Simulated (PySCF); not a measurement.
# O4Os (OsO4): the cost of one run

Computed with PySCF 2.14.0 and routines of our own; the level stands in each step. Atoms count from 0.

3 further runs of the same task are left out: 3 for a basis unfit for spin-orbit shieldings.

## Step 1: The starting structure

5 atoms, charge 0, multiplicity 1; geometry from: GFN2-xTB.

## Step 2: NMR shieldings: PBE0/pcSseg-1 Os:x2c-TZVPall-2c, spin-free

What the job is given:

```
{"job": {"xc": "PBE0", "basis": {"default": "pcSseg-1", "Os": "x2c-TZVPall-2c"}, "rel": "sf", "kind": "hnmr"}, "charge": 0, "multiplicity": 1}
Os    -0.000110    -0.000030    -0.000090
O      0.010210    -0.017390     1.619170
O      1.523030     0.010080    -0.549290
O     -0.770270     1.325870    -0.520710
O     -0.762860    -1.318520    -0.549070
```

Method: PBE0/pcSseg-1 Os:x2c-TZVPall-2c GIAO NMR shielding, spin-free X2C, Gaussian nuclei, gas phase.

The run is started by

```bash
OMP_NUM_THREADS=1 python heavy_run.py task.json out
```

This one command runs all jobs of the session in turn.

Q: Estimate the wall time and peak memory of this first job on 1 thread of AMD EPYC 9R45, shared host.

About 25 s, with a peak of 0.93 GiB.
